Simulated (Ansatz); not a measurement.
# SiH₅Br (built from SMILES [H][H].[SiH3]Br): a barrier at many levels of theory

How high is the barrier of this step (Si1–H7 formed, Br2–H6 formed, Si1–Br2 broken, H6–H7 broken), and how far do cheaper methods land from CCSD(T)?

Computed with Ansatz 0.2.0, Gaussian basis. Level: single points in def2-TZVPP on PBE0-D4/def2-TZVP structures.

Levels: SPW92, PBE-D4, BLYP-D4, r2SCAN-D4, B97M-V, PBE0-D4, B3LYP-D4, r2SCAN0-D4, BHLYP-D4, CAM-B3LYP-D4, wB97X-V, wB97M-V, B2PLYP, PBE-QIDH, RPA on PBE, Hartree-Fock, MP2, CCSD, CCSD(T). The reference is CCSD(T) at the basis limit, from triple and quadruple zeta. Zero-point energies come from PBE0-D4 vibrations.

Cores are frozen in the correlated methods. Filled d shells of the heavier atoms are correlated. B3LYP uses VWN-RPA correlation. B2PLYP carries no dispersion term here.

80 further runs of the same task are left out: 80 set aside as unsound or not needed.

### Step 1. Start, saddle and end, as given

Charge 0, multiplicity 1. The folders r, ts and p hold the start, the saddle and the end; their coordinates stand in the first inputs.

```
   pair  r (Å)  ts (Å)  p (Å)
 Si1–H7  4.258   1.714  1.490
 Br2–H6  3.272   1.913  1.424
Si1–Br2  2.221   2.675  4.188
  H6–H7  0.747   0.888  2.138
```

### Step 2. SPW92/def2-TZVPP

r/in.yaml reads:

```yaml
crystal:
  periodic: [false, false, false]
  atoms:
    - {symbol: Si, position_ang: [-0.824921, -0.750937, -0.440295]}
    - {symbol: Br, position_ang: [0.896836, -0.092181, -1.678235]}
    - {symbol: H, position_ang: [-2.072900, -0.392785, -1.151601]}
    - {symbol: H, position_ang: [-0.751375, -0.057417, 0.865401]}
    - {symbol: H, position_ang: [-0.732587, -2.217191, -0.257935]}
    - {symbol: H, position_ang: [1.737360, 1.607901, 0.988280]}
    - {symbol: H, position_ang: [1.747586, 1.902609, 1.674384]}
basis:
  gaussian: {orbitals: def2-TZVPP}
hamiltonian: {xc: lda}
```

ts/in.yaml reads:

```yaml
crystal:
  periodic: [false, false, false]
  atoms:
    - {symbol: Si, position_ang: [-0.473669, -0.261687, 0.144836]}
    - {symbol: Br, position_ang: [1.346429, 0.114254, -1.778633]}
    - {symbol: H, position_ang: [-1.442960, 0.315556, -0.800281]}
    - {symbol: H, position_ang: [-1.061820, -0.046810, 1.505665]}
    - {symbol: H, position_ang: [-0.066243, -1.675881, 0.111600]}
    - {symbol: H, position_ang: [1.032616, 0.720527, 0.008198]}
    - {symbol: H, position_ang: [0.665648, 0.834039, 0.808615]}
basis:
  gaussian: {orbitals: def2-TZVPP}
hamiltonian: {xc: lda}
```

p/in.yaml reads:

```yaml
crystal:
  periodic: [false, false, false]
  atoms:
    - {symbol: Si, position_ang: [-0.779058, -0.251176, 0.633670]}
    - {symbol: Br, position_ang: [2.172142, 0.484745, -2.244551]}
    - {symbol: H, position_ang: [-1.608292, 0.240753, -0.493290]}
    - {symbol: H, position_ang: [-1.559398, -0.216114, 1.895177]}
    - {symbol: H, position_ang: [-0.315425, -1.632890, 0.358837]}
    - {symbol: H, position_ang: [1.681312, 0.738683, -0.932682]}
    - {symbol: H, position_ang: [0.408719, 0.636000, 0.782837]}
basis:
  gaussian: {orbitals: def2-TZVPP}
hamiltonian: {xc: lda}
```

The same command starts each run, in its folder.

Launch:

```sh
$ ansatz run in.yaml --threads 2 --pin off --events-out ev --progress --plain --max-ram 4352MiB
```

Further steps of the session: PBE-D4/def2-TZVPP; BLYP-D4/def2-TZVPP; r2SCAN-D4/def2-TZVPP; B97M-V/def2-TZVPP; PBE0-D4/def2-TZVPP; B3LYP-D4/def2-TZVPP; r2SCAN0-D4/def2-TZVPP; BHLYP-D4/def2-TZVPP; CAM-B3LYP-D4/def2-TZVPP; wB97X-V/def2-TZVPP; wB97M-V/def2-TZVPP; B2PLYP/def2-TZVPP; PBE-QIDH/def2-TZVPP; RPA on PBE/def2-TZVPP; CCSD(T)/def2-TZVPP; MP2/def2-QZVPP; Vibrations of the start structure; Vibrations of the end structure.

Q: Predict the outcome of this session. Wanted: barrier, CCSD(T)/CBS; reverse barrier, CCSD(T)/CBS; step energy, CCSD(T)/CBS; barrier with zero-point energy; step energy with zero-point energy; imaginary mode at the saddle; largest T1 diagnostic.

As calculated:

| quantity | value |
| --- | --- |
| barrier, CCSD(T)/CBS | 226.4 kJ/mol |
| reverse barrier, CCSD(T)/CBS | 157.1 kJ/mol |
| step energy, CCSD(T)/CBS | +69.3 kJ/mol |
| barrier with zero-point energy | 232.5 kJ/mol |
| step energy with zero-point energy | +72.7 kJ/mol |
| imaginary mode at the saddle | 794i cm⁻¹ |
| largest T1 diagnostic | 0.010 |

What this shows: The functionals run from wB97X-V, off by -0.4 kJ/mol, to SPW92, off by -64.8 kJ/mol, against CCSD(T)/CBS. By rung, the mean size of the error is: LDA 64.8, GGA 27.8, meta-GGA 15.4, hybrid 12.7, range-separated hybrid 3.0, double hybrid 4.0 kJ/mol. PBE-D4 gives a barrier 35.4 kJ/mol too low, outside chemical accuracy (1 kcal/mol, 4.2 kJ/mol). Every functional without exact exchange puts the forward barrier too low. The barrier rises with the share of exact exchange, from BLYP-D4 through B3LYP-D4 to BHLYP-D4 (-20.2, -11.0, +4.2 kJ/mol). Hartree-Fock, with no correlation, is off by +42.9 kJ/mol. Zero-point motion raises the barrier by 6.1 kJ/mol.
